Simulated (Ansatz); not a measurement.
# CH4BFTe: up Jacob's ladder to CCSD(T)

One table from this session's results is given with a row withheld; the runs are named, their logs left out.

Program: Ansatz 0.2.0, Gaussian basis. Level of theory: functionals in def2-TZVPP, the program's frozen cores in correlated methods. These are calculated values, not measurements.

Plan: LDA (SPW92), PBE-D4, revPBE-D4, BLYP-D4, r2SCAN-D4, B97M-V, PBE0-D4, B3LYP-D4, r2SCANh-D4, r2SCAN0-D4, HSE06-D4, BHLYP-D4, CAM-B3LYP-D4, LC-ωPBE, ωB97X-V, ωB97M-V, B2PLYP, PBE-QIDH; CCSD(T)/def2-SVP; CCSD(T)/def2-TZVPP; MP2/def2-QZVPP; extrapolation to the limit; RPA on PBE.

## The geometry

The geometry comes from an earlier relaxation with PBE0-D4 in a triple-zeta def2 set; it is a stationary point, not always the lowest conformer. Te takes the def2 core potential; no spin-orbit term is included.

SMILES `C[Te]BF`, 8 atoms, charge 0, spin multiplicity 1.

Atoms are counted from 1 here; the program's logs count them from 0.

Bond lengths: C1–Te2 2.143 Å, C1–H5 1.088 Å, C1–H6 1.087 Å, C1–H7 1.087 Å, Te2–B3 2.133 Å, B3–F4 1.321 Å, B3–H8 1.199 Å. Angles: Te2–C1–H5 107.9°, Te2–C1–H6 108.9°, Te2–C1–H7 109.0°, H5–C1–H6 110.2°, H5–C1–H7 110.3°, H6–C1–H7 110.4°, C1–Te2–B3 94.8°, Te2–B3–F4 120.4°, Te2–B3–H8 120.1°, F4–B3–H8 119.5°.

Set-up of the first run:

Contents of in.yaml:

```yaml
crystal:
  periodic: [false, false, false]
  atoms:
    - {symbol: C, position_ang: [-0.644597, 1.095034, -0.588200]}
    - {symbol: Te, position_ang: [0.713072, 0.748588, 1.032948]}
    - {symbol: B, position_ang: [0.828415, -1.358453, 0.720359]}
    - {symbol: F, position_ang: [1.583975, -2.109517, 1.501423]}
    - {symbol: H, position_ang: [-0.869364, 0.134499, -1.047946]}
    - {symbol: H, position_ang: [-1.552883, 1.546388, -0.196754]}
    - {symbol: H, position_ang: [-0.172547, 1.756836, -1.310013]}
    - {symbol: H, position_ang: [0.206129, -1.870376, -0.167618]}
basis:
  gaussian: {orbitals: def2-TZVPP}
hamiltonian: {xc: lda}
output: {orbitals: {seedname: orbitals}}
```

Started as:

```bash
$ ansatz run in.yaml --threads 2 --pin off --events-out ev --progress --plain --max-ram 4352MiB
```

Steps of the session up to this table: LDA; PBE-D4 (GGA); revPBE-D4 (GGA); BLYP-D4 (GGA); r2SCAN-D4 (meta-GGA); B97M-V (meta-GGA); PBE0-D4 (hybrid); B3LYP-D4 (hybrid); r2SCANh-D4 (hybrid); r2SCAN0-D4 (hybrid); HSE06-D4 (hybrid); BHLYP-D4 (hybrid); CAM-B3LYP-D4 (range-separated); LC-ωPBE (range-separated); ωB97X-V (range-separated); ωB97M-V (range-separated); B2PLYP (double hybrid); PBE-QIDH (double hybrid).

One of the session's tables, all rows but one given; the rest of the session is left out.

It belongs to the step «Frontier levels by functional». 

| functional | HOMO (eV) | gap (eV) |
| --- | --- | --- |
| LDA (SPW92) | -5.85 | 3.81 |
| PBE-D4 | ? | ? |
| revPBE-D4 | -5.61 | 3.94 |
| BLYP-D4 | -5.50 | 3.87 |
| r2SCAN-D4 | -5.90 | 4.39 |
| B97M-V | -5.86 | 4.35 |
| PBE0-D4 | -6.66 | 5.75 |
| B3LYP-D4 | -6.44 | 5.35 |
| r2SCANh-D4 | -6.26 | 5.07 |
| r2SCAN0-D4 | -6.80 | 6.07 |
| HSE06-D4 | -6.27 | 4.98 |
| BHLYP-D4 | -7.48 | 7.55 |
| CAM-B3LYP-D4 | -7.84 | 7.99 |
| LC-ωPBE | -9.09 | 10.35 |
| ωB97X-V | -8.78 | 9.98 |
| ωB97M-V | -8.69 | 9.69 |

Q: Estimate the row for PBE-D4 from the others.

As computed: HOMO (eV): -5.67; gap (eV): 3.89. In the column «HOMO (eV)» it lies between LDA (SPW92) (-5.85) and revPBE-D4 (-5.61).
